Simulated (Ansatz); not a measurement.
# WNCl3: single points with varied inputs

Aim: run WNCl3 under a spread of inputs, and see what each costs and gives.

The runs use Ansatz 0.2.0, Gaussian basis; the settings change from run to run.

## 1. The relaxed structure

The geometry comes from an earlier relaxation with PBE0-D4/def2-SVP; it is a stationary point. W takes a core potential in def2 sets; no spin-orbit term is included.

5 atoms, charge 0, spin multiplicity 1.

Atoms are counted from 1 here; the program's logs count them from 0.

Bond lengths: W1–N2 1.652 Å, W1–Cl3 2.265 Å, W1–Cl4 2.265 Å, W1–Cl5 2.265 Å. Angles: N2–W1–Cl3 104.4°, N2–W1–Cl4 104.4°, N2–W1–Cl5 104.4°, Cl3–W1–Cl4 114.0°, Cl3–W1–Cl5 114.1°, Cl4–W1–Cl5 114.0°.

## 2. PBE0/def2-mTZVPP

This run has charge +1, multiplicity 2, a point charge of -1.00 e beside it.

in.yaml reads:

```yaml
crystal:
  periodic: [false, false, false]
  atoms:
    - {symbol: W, position_ang: [0.000085, -0.000066, 0.007163]}
    - {symbol: N, position_ang: [0.007443, -0.013627, 1.658805]}
    - {symbol: Cl, position_ang: [2.191368, 0.009142, -0.565151]}
    - {symbol: Cl, position_ang: [-1.103235, 1.902164, -0.534839]}
    - {symbol: Cl, position_ang: [-1.095660, -1.897603, -0.565978]}
basis:
  gaussian: {orbitals: def2-mTZVPP, point_charges: [{charge: -1.00, position_ang: [5.643, 0.472, 0.898]}]}
total_charge: 1
magnetization: {spin_polarized: true, initial_magnetization: 1}
hamiltonian: {xc: {name: PBE0}}
scf: {omitted_lower_state_checks: [starts]}
output: {forces: true}
```

Command:

```bash
> ansatz run in.yaml --threads 4 --pin off --events-out ev --progress --plain --max-ram 3916MiB
```

The program printed (excerpt; [...] marks lines left out):

```text
Functional definition: PBE0
  name "PBE0"
  cite "Adamo & Barone, J. Chem. Phys. 110, 6158 (1999) doi:10.1063/1.478522"
  cite "Perdew, Burke & Ernzerhof, Phys. Rev. Lett. 77, 3865 (1996) doi:10.1103/PhysRevLett.77.3865"
  parent pbe
[...]
1347 factors; integrals over basis functions are off by at most 4.5e-4 eV
[...]
mean field -40866.79277508 eV, -1501.8269339771 hartree, gradient 5.4e-6 eV, S^2 0.774444; 0 other end points of the search recorded, 0 dependent functions left out
[...]
reference -40866.79280318 eV, -1501.8269350098 hartree; 36, 35 occupied and 105, 106 virtual orbitals, 1347 factors
Total energy: -40866.79280318 eV, -1501.8269350098 hartree
Atom 0 at     0.000085    -0.000066     0.007163 Å, force     0.418893     0.078430    -4.826826 eV/Å
Atom 1 at     0.007443    -0.013627     1.658805 Å, force     0.201984    -0.030907     3.934500 eV/Å
Atom 2 at     2.191368     0.009142    -0.565151 Å, force    -0.567880     0.061266     0.698054 eV/Å
Atom 3 at    -1.103235     1.902164    -0.534839 Å, force     0.325321    -0.730076     0.217992 eV/Å
Atom 4 at    -1.095660    -1.897603    -0.565978 Å, force     0.314207     0.706026     0.222440 eV/Å
Dipole moment:     0.856329     0.031846    -0.270154 e Å
Checks for a lower state left out: starts
```

Wall time 8.5 s (4 threads of Arm Neoverse V2, shared host).

Largest force 4.846 eV/Å, ⟨S²⟩ 0.774.

## 3. r2SCAN50/def2-SVP

Set apart from the defaults: coordinates scaled by 1.05.

in.yaml reads:

```yaml
crystal:
  periodic: [false, false, false]
  atoms:
    - {symbol: W, position_ang: [0.000089, -0.000069, 0.007522]}
    - {symbol: N, position_ang: [0.007815, -0.014308, 1.741745]}
    - {symbol: Cl, position_ang: [2.300936, 0.009599, -0.593409]}
    - {symbol: Cl, position_ang: [-1.158397, 1.997272, -0.561581]}
    - {symbol: Cl, position_ang: [-1.150444, -1.992484, -0.594277]}
basis:
  gaussian: {orbitals: def2-SVP}
hamiltonian: {xc: {name: r2SCAN50}}
scf: {omitted_lower_state_checks: [starts]}
output: {forces: true}
```

Same command.

The program printed (excerpt; [...] marks lines left out):

```text
Functional definition: r2SCAN50
  name "r2SCAN50"
  cite "Bursch, Neugebauer, Ehlert & Grimme, J. Chem. Phys. 156, 134105 (2022) doi:10.1063/5.0086040"
  cite "Furness, Kaplan, Ning, Perdew & Sun, J. Phys. Chem. Lett. 11, 8208 (2020) doi:10.1021/acs.jpclett.0c02405"
  cite "Furness, Kaplan, Ning, Perdew & Sun, J. Phys. Chem. Lett. 11, 9248 (2020) doi:10.1021/acs.jpclett.0c03077"
  parent r2scan
[...]
931 factors; integrals over basis functions are off by at most 9.8e-4 eV
[...]
mean field -40867.41579448 eV, -1501.8498295179 hartree, gradient 7.8e-5 eV, S^2 0.000000; 0 other end points of the search recorded, 0 dependent functions left out
[...]
reference -40867.41580707 eV, -1501.8498299805 hartree; 36, 36 occupied and 64, 64 virtual orbitals, 931 factors
Total energy: -40867.41580707 eV, -1501.8498299805 hartree
Atom 0 at     0.000089    -0.000069     0.007522 Å, force     0.020474    -0.040771     4.914463 eV/Å
Atom 1 at     0.007815    -0.014308     1.741745 Å, force    -0.028997     0.053977    -6.558456 eV/Å
Atom 2 at     2.300936     0.009599    -0.593409 Å, force    -2.134559    -0.009041     0.557522 eV/Å
Atom 3 at    -1.158397     1.997272    -0.561581 Å, force     1.075074    -1.853906     0.528067 eV/Å
Atom 4 at    -1.150444    -1.992484    -0.594277 Å, force     1.068007     1.849740     0.558404 eV/Å
Dipole moment:    -0.001415     0.002856    -0.344060 e Å
Checks for a lower state left out: starts
```

Wall time 3.6 s (4 threads of Arm Neoverse V2, shared host).

Largest force 6.559 eV/Å, dipole 1.65 D.

## 4. SVWN5/def2-SVPD

Set apart from the defaults: charge -1, multiplicity 2, the search for lower states set to off.

in.yaml reads:

```yaml
crystal:
  periodic: [false, false, false]
  atoms:
    - {symbol: W, position_ang: [0.000085, -0.000066, 0.007163]}
    - {symbol: N, position_ang: [0.007443, -0.013627, 1.658805]}
    - {symbol: Cl, position_ang: [2.191368, 0.009142, -0.565151]}
    - {symbol: Cl, position_ang: [-1.103235, 1.902164, -0.534839]}
    - {symbol: Cl, position_ang: [-1.095660, -1.897603, -0.565978]}
basis:
  gaussian: {orbitals: def2-SVPD}
total_charge: -1
magnetization: {spin_polarized: true, initial_magnetization: 1}
hamiltonian: {xc: {name: SVWN5}}
scf: {lower_state_search: off}
```

The command is unchanged.

The program printed (excerpt; [...] marks lines left out):

```text
Functional definition: SVWN5
  name "SVWN5"
  cite "Dirac, Proc. Camb. Phil. Soc. 26, 376 (1930) doi:10.1017/S0305004100016108"
  cite "Slater, Phys. Rev. 81, 385 (1951) doi:10.1103/PhysRev.81.385"
  cite "Vosko, Wilk & Nusair, Can. J. Phys. 58, 1200 (1980) doi:10.1139/p80-159"
[...]
1319 factors; their error is unknown
[...]
mean field -40742.57517423 eV, -1497.2620213437 hartree, gradient 9.7e-7 eV, S^2 0.752515; 0 other end points of the search recorded, 0 dependent functions left out
reference -40742.57521666 eV, -1497.2620229030 hartree; 37, 36 occupied and 99, 100 virtual orbitals, 1319 factors
Total energy: -40742.57521666 eV, -1497.2620229030 hartree
Checks for a lower state left out: stability, starts, cluster_reference, orbital_swaps, neighbouring_geometries, increment
```

Run time: 9 s. Hardware: 4 threads of Arm Neoverse V2, shared host.

⟨S²⟩ 0.753.

## 5. All runs side by side

| level | charge | multiplicity | geometry | functions | energy (eV) | time |
| --- | --- | --- | --- | --- | --- | --- |
| PBE0/def2-mTZVPP | 1 | 2 | relaxed, point charge | 141 | -40866.793 | 8.5 s |
| r2SCAN50/def2-SVP | 0 | 1 | scaled | 100 | -40867.416 | 3.6 s |
| SVWN5/def2-SVPD | -1 | 2 | relaxed | 136 | -40742.575 | 9 s |

## 6. What came out

| quantity | value |
| --- | --- |
| runs | 3 |
| quickest | r2SCAN50/def2-SVP, 3.6 s |
| slowest | SVWN5/def2-SVPD, 9 s |

In words: The runs differ in state or geometry as well as level, so their energies can't be set against each other. Run time spans a factor of 2, from r2SCAN50/def2-SVP to SVWN5/def2-SVPD. The jobs differ in tasks and options as well as level.
